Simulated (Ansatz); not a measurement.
# SiBr: the cost of one run

Method: DFT PBE, scalar-relativistic, plane waves, PAW, in Ansatz 0.2.0.

2 further runs of the same task are left out: 1 that didn't finish, 1 set aside as unsound or not needed. Runs told in other sessions of the task aren't counted.

## (1) Starting point

Symmetry: P6/mmm, No. 191, hexagonal system. Conventional cell: a = 4.561 Å, b = 4.561 Å, c = 5.581 Å, α = 90.00°, β = 90.00°, γ = 120.00°. Si (site symmetry -6m2) has 3 Si at 2.63 Å and 2 Br at 2.79 Å in its first shell of neighbours. Around Br (site symmetry -6m2) lie 3 Br at 2.63 Å and 2 Si at 2.79 Å.

As a file:

```xyz
4
Lattice="4.5611 0.0000 0.0000 -2.2806 3.9501 0.0000 0.0000 0.0000 5.5812" Properties=species:S:1:pos:R:3 pbc="T T T"
Si    0.0000    2.6334    0.0000
Si    2.2806    1.3167    0.0000
Br    0.0000    2.6334    2.7906
Br    2.2806    1.3167    2.7906
```

Recipe of the guess: random cell by space group and Wyckoff sites (P6/mmm, No. 191). Its size is a rough estimate.

## (2) A first look at the guess

Input file input.yaml:

```yaml
crystal:
  lattice:
    - [4.56113098, 0.0, 0.0]
    - [-2.28056549, 3.9500553, 0.0]
    - [0.0, 0.0, 5.5811817]
  atoms:
    - { symbol: Si, position: [0.33333333, 0.66666667, 0.0] }
    - { symbol: Si, position: [0.66666667, 0.33333333, 0.0] }
    - { symbol: Br, position: [0.33333333, 0.66666667, 0.5] }
    - { symbol: Br, position: [0.66666667, 0.33333333, 0.5] }
basis:
  ecutwfc: 420
kpoints:
  mp_grid: { grid: [6, 6, 4] }
hamiltonian:
  xc: pbe
scf:
  occupations: { method: gaussian, width: 0.1 }
  lower_state_search: "off"
output:
  forces: true
  stress: true
  eigenvalues: true
```

Command:

```
ansatz run input.yaml --threads 1 --pin off --max-ram 2560MiB --backend cpu --events-out ev --progress --plain --runs-dir out
```

**Question.** How long does this run take on 1 thread of Intel Xeon 6975P-C (Granite Rapids), shared host, and how much memory does it need?

About 1.4 s, with a peak of 0.38 GiB.
